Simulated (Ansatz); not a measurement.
# Cl3HSi: the cost of one run

Method: RKS BLYP-D4/cc-pVDZ, in Ansatz 0.2.0.

### 1 The structure to begin with

Bond lengths: Si1–H2 1.460 Å, Si1–Cl3 2.130 Å, Si1–Cl4 2.128 Å, Si1–Cl5 2.128 Å. Angles: H2–Si1–Cl3 109.4°, H2–Si1–Cl4 109.5°, H2–Si1–Cl5 109.5°, Cl3–Si1–Cl4 109.5°, Cl3–Si1–Cl5 109.5°, Cl4–Si1–Cl5 109.5°.

Coordinates:

```xyz
5

Si    0.0000    0.0000    0.0000
H     0.0000    0.0000    1.4600
Cl    2.0086    0.0000   -0.7093
Cl   -1.0032    1.7381   -0.7093
Cl   -1.0032   -1.7381   -0.7093
```

### 2 Relaxing the start

input.yaml

```yaml
crystal:
  periodic: [false, false, false]
  atoms:
    - { symbol: Si, position_ang: [0.0, 0.0, 0.0] }
    - { symbol: H, position_ang: [0.0, 0.0, 1.46] }
    - { symbol: Cl, position_ang: [2.0086, 0.0, -0.7093] }
    - { symbol: Cl, position_ang: [-1.0032, 1.7381, -0.7093] }
    - { symbol: Cl, position_ang: [-1.0032, -1.7381, -0.7093] }
basis:
  gaussian: { orbitals: cc-pVDZ }
hamiltonian:
  xc: blyp
  dispersion: d4
relax:
  f_tol: 0.02
  max_steps: 40
```

Started as:

```bash
$ ansatz run input.yaml --threads 1 --pin off --max-ram 2048MiB --backend cpu --events-out ev --progress --plain --runs-dir out
```

**Question.** How long does this run take on 1 thread of Arm Neoverse N1, shared host, and how much memory does it need?

About 19 s, with a peak of 0.12 GiB.
